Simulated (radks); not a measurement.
# Spin polarisation of the 3p shell in S⁺

The task here is to estimate one member of a computed series from the others.

Program: radks (a radial shooting solver on a logarithmic mesh, Libxc functionals) version 1. Level of theory: non-relativistic Kohn-Sham, TPSS, spin-polarised, spherical densities, point nucleus. These are calculated values, not measurements, unless marked.

### The atom as given

* element: sulfur (Z = 16)
* charge: +1
* electrons: 15
* configuration: [Ne] 3s2 3p(up 1.5, down 1.5)

A shell typed twice in an input gives spin up, then spin down.

The first run:

The run's settings:

```text
Z 16
configuration [Ne] 3s2 3p1.5 3p1.5
relativity non-relativistic
functional tpss,tpss
spin polarised
nucleus point
```

Steps of the session up to this table: No moment.

One of the session's tables, all rows but one given; the rest of the session is left out.

It belongs to the step «No moment». From the orbitals of this run (lengths in bohr):

```
level      <r>  outermost maximum (interpolated)  90 % within  nodes
   1s  0.09720                            0.0637        0.173      0
   2s        ?                                 ?            ?      ?
   2p   0.4427                             0.326        0.737      0
   3s    1.644                              1.39         2.47      2
   3p    1.894                              1.54         2.92      1
```

**Question.** Estimate the row for 2s.

As computed: <r>: 0.4798; outermost maximum (interpolated): 0.389; 90 % within: 0.751; nodes: 1. In the column «<r>» it lies between 2p (0.4427) and 3s (1.644).
